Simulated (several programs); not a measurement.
**Many methods on one cell: Al2BiSb (ordering on zincblende)**

Al2BiSb, ordered on the zincblende lattice (I-42d) with 8 atoms a cell, relaxed with r2SCAN in Ansatz, was computed with several methods. Space group I-42d (No. 122), tetragonal; a = 6.271 Å, c = 12.532 Å in the conventional setting, 30.80 Å³ an atom. Sb has 4 Al at 2.68 Å; Al has 2 Sb at 2.68 Å and 2 Bi at 2.75 Å; Bi has 4 Al at 2.75 Å. The cell comes from a prototype generator: it can be a known phase or a hypothetical one. Spin polarisation is off.

```
CELL_PARAMETERS angstrom
-3.13526 3.13526 6.26620
3.13526 -3.13526 6.26620
3.13526 3.13526 -6.26620
ATOMIC_POSITIONS crystal
Sb 0.00000 0.00000 0.00000
Al 0.62500 0.63414 0.50914
Sb 0.25000 0.75000 0.50000
Al 0.88414 0.37500 0.00914
Bi 0.50000 0.50000 0.00000
Al 0.12500 0.11586 0.49086
Bi 0.75000 0.25000 0.50000
Al 0.36586 0.87500 0.99086
```

Gaps and times are for a single point on this cell; volume and bulk modulus come from each method's own relaxation or energy curve at fixed shape, which is too stiff where a cell has free coordinates or axes. Times are rough, from shared hosts (Intel Xeon 6975P-C; NVIDIA H100 80GB HBM3), and each method has its own mesh and cell size. A dagger marks a closed or tiny gap in a crystal that DFT finds insulating: a failure of the method or a wrong SCF state. A double dagger marks a value from a curve with shape and coordinates held. PM7 (MOPAC), GFN1-xTB (tblite) treat a cluster of cells at its zone centre, which samples few k points: where these miss a band edge, the gap comes out too large for that reason alone. Gaps from k meshes are read at a limited set of points (mesh, symmetry points, PBE's band edges), so each method's own least gap may be somewhat smaller. xTB and the PM methods were fitted mostly to molecules, and can miss a solid's gap by electronvolts. Minimal bases can be far off for gaps. Times of the plane-wave rungs are withheld (a dash), since they come from other jobs, hosts and meshes; the meshes of hybrids and Hartree-Fock don't converge their gaps to the digits shown. GLLB-SC's gap includes the derivative discontinuity. d marks a direct gap, i an indirect one (no mark: not told apart), a dash a value that wasn't computed or didn't pass its checks.

```
                          method              kind  gap (eV)  own volume (Å³/atom)  bulk modulus (GPa)  atoms computed  processor time
light PBE (260 eV, its own mesh)  light plane-wave    0.44 d                     –                   –               8           2.7 s
               GFN1-xTB (tblite)     tight binding     0.08†                30.30‡                 49‡         cluster           4.2 s
                         PBE+SOC         semilocal    0.16 d                     –                   –               8               –
                             PBE         semilocal    0.53 d                 31.64                 44‡               8               –
                  PBE/SZV (CP2K)       small basis    0.76 d                32.00‡                 49‡               8            33 s
                          r2SCAN         semilocal    1.03 d                 30.80                 50‡               8               –
                 PBE/DZVP (CP2K)       small basis    0.64 d                31.72‡                 44‡               8            64 s
                     PM7 (MOPAC)    semi-empirical      2.50                     –                   –         cluster            89 s
                            PBE0            hybrid    1.74 d                     –                   –               8               –
                  GLLB-SC (GPAW)   model potential      1.38                     –                   –               8            94 s
                           HSE06            hybrid    1.19 d                     –                   –               8               –
```

Against HSE06 (1.19 eV) and with closed or daggered gaps left aside, the nearest gap at the points sampled is that of r2SCAN (-0.16 eV) and the farthest that of PM7 (MOPAC) (+1.32 eV). HSE06 is only a yardstick of convenience, and nearness to it can be luck.

Volumes against r2SCAN's: PBE +2.7 %.

Runs without a result: GFN2-xTB (tblite) (single point).

Only the rows marked +SOC include spin-orbit coupling.
